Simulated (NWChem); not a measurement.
# One shape, several levels: CH5BN2 (SMILES NC1BN1)

Wanted: a comparison of 5 runs (HF/STO-3G, HF/3-21G, B3LYP/6-31G*, M06-2X/cc-pVDZ) of CH5BN2. 

The results are computed with NWChem 7.3.0.

2 further runs of the same task are left out: 2 that didn't finish. Runs told in other sessions of the task aren't counted.

**1. The molecule**

CH5BN2: 9 atoms, total charge 0, spin state singlet. SMILES: `NC1BN1`. The N1–H6 distance was set to 1.313 Å, away from the relaxed value.

Bond lengths: N1–C2 1.431 Å, C2–B3 1.561 Å, C2–N4 1.467 Å, B3–N4 1.341 Å, N1–H5 1.010 Å, C2–H7 1.092 Å, B3–H8 1.184 Å, N4–H9 1.004 Å. Some angles: N1–C2–B3 121.1°, N1–C2–N4 117.3°, B3–C2–N4 52.5°, C2–B3–N4 60.2°, C2–N4–B3 67.4°, N1–C2–H7 115.1°, B3–C2–H7 121.0°, N4–C2–H7 113.6°, C2–N1–H5 112.4°, C2–B3–H8 154.8°. A long bond or contact: N1–H6 1.313 Å.

**2. A single-point energy at HF/STO-3G (run 1)**

Input file ch5bn2.xyz:

```xyz
9
CH5BN2 energy
N      0.362742     0.999938    -0.565059
C     -0.144358    -0.271662    -0.146759
B      0.811042    -1.388562     0.378741
N      0.089342    -0.664362     1.247041
H      1.003842     0.922938    -1.341459
H     -0.589900     1.842600    -0.892400
H     -1.146558    -0.511662    -0.507159
H      1.634042    -2.233462     0.270241
H     -0.172958    -0.297662     2.143841
```

Input file run.py:

```python
from ase.io import read
from ase.calculators.nwchem import NWChem

system = read('ch5bn2.xyz')

calc = NWChem(
    label='ch5bn2',
    theory='scf',
    memory='2200 mb',
    basis='STO-3G',
    basispar='spherical bse',
    scf={'nopen': '0', 'rhf': None, 'thresh': '1e-08', 'maxiter': '80'},
    task='energy',
)
system.calc = calc

print("Total energy (eV):", round(system.get_potential_energy(), 6))
print("dipole (e A):", system.get_dipole_moment().round(4))
```

Started as:

```
$ export ASE_NWCHEM_COMMAND="nwchem PREFIX.nwi > PREFIX.nwo"
$ python run.py
```

Log:

```text
Total energy (eV): -4682.035346
dipole (e A): [-0.1611 -0.0204 -0.0405]
```

The calculator wrote ch5bn2.nwi:

```
title "ch5bn2"

permanent_dir ch5bn2

scratch_dir ch5bn2

start ch5bn2

geometry units angstrom nocenter noautosym noautoz
  N  3.6274200000000001e-01 9.9993799999999999e-01 -5.6505899999999998e-01
  C  -1.4435799999999999e-01 -2.7166200000000001e-01 -1.4675900000000000e-01
  B  8.1104200000000004e-01 -1.3885620000000001e+00 3.7874099999999999e-01
  N  8.9342000000000005e-02 -6.6436200000000001e-01 1.2470410000000001e+00
  H  1.0038419999999999e+00 9.2293800000000004e-01 -1.3414590000000000e+00
  H  -5.8989999999999998e-01 1.8426000000000000e+00 -8.9239999999999997e-01
  H  -1.1465580000000000e+00 -5.1166199999999995e-01 -5.0715900000000003e-01
  H  1.6340420000000000e+00 -2.2334619999999998e+00 2.7024100000000001e-01
  H  -1.7295800000000000e-01 -2.9766199999999998e-01 2.1438410000000001e+00
end

memory 2200 mb

basis spherical bse noprint
   * library STO-3G
end

scf
  nopen 0
  rhf
  thresh 1e-08
  maxiter 80
end

task scf energy
```

ch5bn2.nwo:

```text
Northwest Computational Chemistry Package (NWChem) 7.3.0
             --------------------------------------------------------

           Job information
           ---------------

    nwchem branch   = 7.3.0
    use scalapack   = T
    input           = ch5bn2.nwi
    prefix          = ch5bn2.
    data base       = ch5bn2/ch5bn2.db
    status          = startup
    nproc           =        1

           Memory information
           ------------------

[... 5 lines left out ...]
    hardfail = no
[... 136 lines left out ...]
         Quadratically convergent ROHF
[... 14 lines left out ...]
       Final RHF  results
[... 4 lines left out ...]
      Two-electron energy =    168.509955016629
[... 34 lines left out ...]
                       ROHF Final Molecular Orbital Analysis
[... 182 lines left out ...]
       Multipole analysis of the density wrt the origin
       ------------------------------------------------

     L   x y z        total         open         nuclear
     -   - - -        -----         ----         -------
     0   0 0 0     -0.000000      0.000000     30.000000

     1   1 0 0     -0.304488      0.000000     13.383262
[... 8 lines of this table left out ...]
     2   0 0 2    -14.274715      0.000000     76.740237

 Task  times  cpu:        2.2s     wall:        2.2s
 Total times  cpu:        2.3s     wall:        2.3s
```

It took 4.2 s on 1 thread of Intel Xeon Platinum 8259CL at 2.50GHz (Skylake/Cascade Lake), shared host; peak memory 0.099 GiB.

**3. The energy at HF/3-21G (run 2)**

Input file struct.nw:

```
start struct
memory total 2200 mb

geometry noautosym nocenter noautoz
N     0.362742    0.999938   -0.565059
C    -0.144358   -0.271662   -0.146759
B     0.811042   -1.388562    0.378741
N     0.089342   -0.664362    1.247041
H     1.003842    0.922938   -1.341459
H    -0.589900    1.842600   -0.892400
H    -1.146558   -0.511662   -0.507159
H     1.634042   -2.233462    0.270241
H    -0.172958   -0.297662    2.143841
end

basis "ao basis" spherical bse
* library 3-21G
end

scf
thresh 1e-08
maxiter 80
print medium
end

task scf energy
```

Started as:

```
$ nwchem struct.nw > struct.out
```

Log:

```text
[...]
  functions       =    46
[...]
  wavefunction    = RHF
[...]
         Total SCF energy =   -173.292981977675
      One-electron energy =   -448.733648154319
      Two-electron energy =    167.208759485633
 Nuclear repulsion energy =    108.231906691011
        Time for solution =      2.4s
[...]
```

It took 3.3 s on 1 thread of Intel Xeon Platinum 8259CL at 2.50GHz (Skylake/Cascade Lake), shared host; peak memory 0.099 GiB.

Run 3 isn't shown in full; the table further down has it.

**4. The energy at B3LYP/6-31G(d) (Cartesian functions) (run 4)**

Input file run.py:

```python
from ase import Atoms
from ase.calculators.nwchem import NWChem

system = Atoms(['N', 'C', 'B', 'N', 'H', 'H', 'H', 'H', 'H'], positions=[
    [0.362742, 0.999938, -0.565059],
    [-0.144358, -0.271662, -0.146759],
    [0.811042, -1.388562, 0.378741],
    [0.089342, -0.664362, 1.247041],
    [1.003842, 0.922938, -1.341459],
    [-0.589900, 1.842600, -0.892400],
    [-1.146558, -0.511662, -0.507159],
    [1.634042, -2.233462, 0.270241],
    [-0.172958, -0.297662, 2.143841],
])

calc = NWChem(
    label='m1',
    theory='dft',
    memory='2200 mb',
    basis='6-31G*',
    dft={'xc': 'b3lyp', 'mult': '1', 'grid': 'xfine', 'convergence': 'energy 1e-08', 'iterations': '100', 'mulliken': None},
    task='energy',
)
system.calc = calc

e = system.get_potential_energy()
print(f"E = {e:.6f} eV")
print("dipole (e A):", system.get_dipole_moment().round(4))
```

Started as:

```
$ export ASE_NWCHEM_COMMAND="nwchem PREFIX.nwi > PREFIX.nwo"
$ python run.py
```

Log:

```text
E = -4772.582154 eV
dipole (e A): [-0.194   0.0645 -0.0281]
```

The calculator wrote m1.nwi:

```
title "m1"

permanent_dir m1

scratch_dir m1

start m1

geometry units angstrom nocenter noautosym noautoz
  N  3.6274200000000001e-01 9.9993799999999999e-01 -5.6505899999999998e-01
  C  -1.4435799999999999e-01 -2.7166200000000001e-01 -1.4675900000000000e-01
  B  8.1104200000000004e-01 -1.3885620000000001e+00 3.7874099999999999e-01
  N  8.9342000000000005e-02 -6.6436200000000001e-01 1.2470410000000001e+00
  H  1.0038419999999999e+00 9.2293800000000004e-01 -1.3414590000000000e+00
  H  -5.8989999999999998e-01 1.8426000000000000e+00 -8.9239999999999997e-01
  H  -1.1465580000000000e+00 -5.1166199999999995e-01 -5.0715900000000003e-01
  H  1.6340420000000000e+00 -2.2334619999999998e+00 2.7024100000000001e-01
  H  -1.7295800000000000e-01 -2.9766199999999998e-01 2.1438410000000001e+00
end

memory 2200 mb

basis noprint
   * library 6-31G*
end

dft
  xc b3lyp
  mult 1
  grid xfine
  convergence energy 1e-08
  iterations 100
  mulliken
end

task dft energy
```

m1.nwo:

```text
Northwest Computational Chemistry Package (NWChem) 7.3.0
             --------------------------------------------------------

           Job information
           ---------------

    nwchem branch   = 7.3.0
    use scalapack   = T
    input           = m1.nwi
    prefix          = m1.
    data base       = m1/m1.db
    status          = startup
    nproc           =        1

           Memory information
           ------------------

[... 5 lines left out ...]
    hardfail = no
[... 125 lines left out ...]
          Convergence on energy requested:  1.00D-08
[... 27 lines left out ...]
          Convergence Information
[... 30 lines left out ...]
 1-e energy   =    -447.177754
[... 42 lines left out ...]
      One electron energy =     -450.617245847110
[... 8 lines left out ...]
                       DFT Final Molecular Orbital Analysis
[... 525 lines left out ...]
     Multipole analysis of the density
     ---------------------------------

     L   x y z        total         alpha         beta         nuclear
     -   - - -        -----         -----         ----         -------
     0   0 0 0     -0.000000    -15.000000    -15.000000     30.000000

     1   1 0 0     -0.366642     -6.874952     -6.874952     13.383262
[... 8 lines of this table left out ...]
     2   0 0 2    -15.153435    -45.946836    -45.946836     76.740237

 Task  times  cpu:       52.4s     wall:       52.4s
 Total times  cpu:       52.5s     wall:       52.5s
```

It took 54 s on 1 thread of Intel Xeon Platinum 8259CL at 2.50GHz (Skylake/Cascade Lake), shared host; peak memory 0.14 GiB.

**5. A single-point energy at M06-2X/cc-pVDZ (run 5)**

Input file ch5bn2.nw:

```
start ch5bn2
title "CH5BN2 M06-2X"
memory total 2200 mb

geometry noautosym nocenter noautoz
   N      0.362742     0.999938    -0.565059
   C     -0.144358    -0.271662    -0.146759
   B      0.811042    -1.388562     0.378741
   N      0.089342    -0.664362     1.247041
   H      1.003842     0.922938    -1.341459
   H     -0.589900     1.842600    -0.892400
   H     -1.146558    -0.511662    -0.507159
   H      1.634042    -2.233462     0.270241
   H     -0.172958    -0.297662     2.143841
end

basis spherical bse
   N library cc-pVDZ
   C library cc-pVDZ
   B library cc-pVDZ
   H library cc-pVDZ
end

dft
   xc m06-2x
   grid xfine
   convergence energy 1e-08
   iterations 100
   mulliken
end

task dft
```

Started as:

```
$ nwchem ch5bn2.nw > ch5bn2.out
```

Log:

```text
[...]
          Wavefunction type:  closed shell.
          No. of atoms     :     9
          No. of electrons :    30
[...]
          Charge           :     0
          Spin multiplicity:     1
[...]
          AO basis - number of functions:    81
[...]
              XC Information
              --------------
                       M06-2X Method XC Functional
                     Hartree-Fock (Exact) Exchange  0.540
                        M06-2X Exchange Functional  1.000
                      M06-2X Correlation Potential  1.000
[...]
 d= 0,ls=0.0,diis     1   -175.2750291740 -2.84D+02  8.31D-03  3.52D-01    11.5
[...]
 d= 0,ls=0.0,diis    10   -175.3283200278 -1.60D-09  7.56D-07  2.88D-09    94.4
         Total DFT energy =     -175.328320027830
      One electron energy =     -450.500623767249
           Coulomb energy =      192.003678887216
    Exchange-Corr. energy =      -25.063281838809
 Nuclear repulsion energy =      108.231906691011
[...]
      Total Density - Mulliken Population Analysis
     ---------------------------------------------
    Atom       Charge   Shell Charges
 -----------   ------   -------------------------------------------------------
    1 N    7     7.31   2.01  0.76  0.73  2.33  1.46  0.02
    2 C    6     5.94   2.01  0.65  0.41  2.04  0.72  0.12
    3 B    5     5.06   2.01  0.58  0.31  1.62  0.40  0.13
    4 N    7     7.02   2.01  0.74  0.59  2.45  1.22  0.02
    5 H    1     0.88   0.72  0.11  0.05
    6 H    1     0.87   0.59  0.26  0.03
    7 H    1     0.99   0.77  0.20  0.03
    8 H    1     1.02   0.76  0.24  0.02
    9 H    1     0.90   0.72  0.12  0.06
[...]
```

Wall time 95 s (1 thread of Intel Xeon Platinum 8259CL at 2.50GHz (Skylake/Cascade Lake), shared host); peak memory 0.14 GiB.

**6. Overview of the runs**

```csv
run,level,iteration cap,module,energy (Eh),dipole moment (D),HOMO energy (eV),LUMO energy (eV),wall time
1,HF/STO-3G,80,scf,-172.061627,0.80,-8.13,8.90,4.2 s
2,HF/3-21G,80,scf,-173.292982,1.05,-9.98,4.53,3.3 s
3,B3LYP/6-31G* (spherical functions),100,dft,-175.385973,0.99,-6.16,0.31,51 s
4,B3LYP/6-31G* (Cartesian functions),100,dft,-175.389161,0.99,-6.17,0.30,54 s
5,M06-2X/cc-pVDZ,100,dft,-175.328320,1.04,-7.88,1.29,95 s
```

**7. Summary of results**

| quantity | value |
| --- | --- |
| run 5: total energy | -175.32832 Eh |
| run 5: dipole moment | 1.04 D |
| run 5: HOMO energy | -7.88 eV |
| run 5: LUMO energy | 1.29 eV |
| run 5: HOMO–LUMO gap | 9.17 eV |

**Reading.** The dipole moment (its size) runs from 0.80 D (HF/STO-3G) to 1.05 D (HF/3-21G). The HOMO–LUMO gap runs from 6.47 eV (B3LYP/6-31G*) to 17.03 eV (HF/STO-3G). The two ends differ in method and basis. Totals of different functionals can't be ranked against each other. In run 1 the basis is minimal, so the values are rough. All runs together took 3.5 min, the longest 95 s.
